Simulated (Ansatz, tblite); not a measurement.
# The cluster Ge6H8: isomers from a random search

An exercise on one series of results from a longer session: the logs are not shown, and one member is left open.

The runs use Ansatz 0.2.0, Gaussian basis; relaxed with PBE0-D4/def2-SVP, singlet.

2 further runs of the same task are left out: 2 set aside as unsound or not needed.

### Starting geometry

14 atoms, charge 0, spin multiplicity 1.

Atoms are counted from 1 here; the program's logs count them from 0.

Bond lengths: Ge1–Ge5 2.572 Å, Ge1–Ge6 2.509 Å, Ge1–H9 1.610 Å, Ge2–Ge3 2.837 Å, Ge2–Ge5 2.704 Å, Ge2–H11 1.634 Å, Ge3–Ge5 2.486 Å, Ge3–Ge6 2.486 Å, Ge3–H7 1.619 Å, Ge4–Ge5 2.502 Å, Ge4–H8 1.609 Å, Ge4–H13 1.726 Å, Ge5–H10 1.572 Å, Ge6–H12 1.556 Å, Ge6–H14 1.558 Å. Angles: Ge5–Ge1–Ge6 101.1°, Ge5–Ge1–H9 88.1°, Ge6–Ge1–H9 85.0°, Ge3–Ge2–Ge5 53.3°, Ge3–Ge2–H11 95.9°, Ge5–Ge2–H11 80.3°, Ge2–Ge3–Ge5 60.6°, Ge2–Ge3–Ge6 160.5°, Ge2–Ge3–H7 81.6°, Ge5–Ge3–Ge6 104.2°, Ge5–Ge3–H7 88.8°, Ge6–Ge3–H7 86.1°, Ge5–Ge4–H8 87.8°, Ge5–Ge4–H13 87.7°, H8–Ge4–H13 86.6°, Ge1–Ge5–Ge2 138.0°, Ge1–Ge5–Ge3 76.4°, Ge1–Ge5–Ge4 128.0° and more.

A search from random starts with GFN2-xTB found 24 distinct shapes; 3 go on here. The structure above is candidate A, which lies 0.00 eV above the lowest at that level; B lies 0.01 eV above the lowest at that level; C lies 0.09 eV above the lowest at that level.

The first run:

in.yaml reads:

```yaml
crystal:
  periodic: [false, false, false]
  atoms:
    - {symbol: Ge, position_ang: [-0.984750, -2.053520, 0.462930]}
    - {symbol: Ge, position_ang: [0.640450, 2.560200, -0.114010]}
    - {symbol: Ge, position_ang: [1.334130, -0.167650, -0.465350]}
    - {symbol: Ge, position_ang: [-2.154520, 2.300170, 1.145740]}
    - {symbol: Ge, position_ang: [-1.049870, 0.449410, -0.124340]}
    - {symbol: Ge, position_ang: [1.377410, -2.633280, -0.152650]}
    - {symbol: H, position_ang: [1.552300, -0.073080, 1.135680]}
    - {symbol: H, position_ang: [-1.136090, 1.994120, 2.353470]}
    - {symbol: H, position_ang: [-1.315560, -2.370420, -1.080790]}
    - {symbol: H, position_ang: [-1.690950, 0.397370, -1.558340]}
    - {symbol: H, position_ang: [-0.034040, 2.753190, -1.589500]}
    - {symbol: H, position_ang: [2.529650, -3.023700, 0.817340]}
    - {symbol: H, position_ang: [-0.939320, 3.357290, 0.526480]}
    - {symbol: H, position_ang: [1.871170, -3.490120, -1.356680]}
basis:
  gaussian: {orbitals: def2-SVP}
hamiltonian: {xc: pbe0, dispersion: d4}
scf: {lower_state_search: "off"}
output: {orbitals: {seedname: orbitals}}
relax: {f_tol: 0.02, max_steps: 100}
```

Command:

```sh
$ ansatz run in.yaml --threads 4 --pin off --events-out ev --progress --plain --max-ram 8704MiB
```

Steps of the session up to this table: Relaxing candidate A; Relaxing candidate B; Relaxing candidate C; Candidate B, PBE0-D4/def2-TZVP; Candidate B, PBE-D4/def2-TZVP; Candidate B, r2SCAN-D4/def2-TZVP; Candidate B, LDA/def2-TZVP; Candidate B, B97M-V/def2-TZVP; Candidate B, MP2/def2-SVP; Candidate C, PBE0-D4/def2-TZVP; Candidate C, PBE-D4/def2-TZVP; Candidate C, r2SCAN-D4/def2-TZVP; Candidate C, LDA/def2-TZVP; Candidate C, B97M-V/def2-TZVP; Candidate C, MP2/def2-SVP.

One table of the session follows, with a row left open; its other results are not shown here.

It belongs to the step «C against A». 

```
              level  C above A (kJ/mol)
           GFN1-xTB                -0.8
           GFN2-xTB               +31.4
        HF/def2-SVP               +15.6
      LDA/def2-TZVP               +21.0
   PBE-D4/def2-TZVP               +17.0
r2SCAN-D4/def2-TZVP               +20.7
   B97M-V/def2-TZVP               +23.2
  PBE0-D4/def2-TZVP                   ?
       MP2/def2-SVP               +21.4
```

Q: Estimate the row for PBE0-D4/def2-TZVP from the others.

As computed: C above A (kJ/mol): +18.7. In the column «C above A (kJ/mol)» it lies between PBE-D4/def2-TZVP (+17.0) and r2SCAN-D4/def2-TZVP (+20.7).

To keep in mind: The search was small, so a lower isomer may exist. Only singlets are compared; another spin may lie lower and prefer another shape.
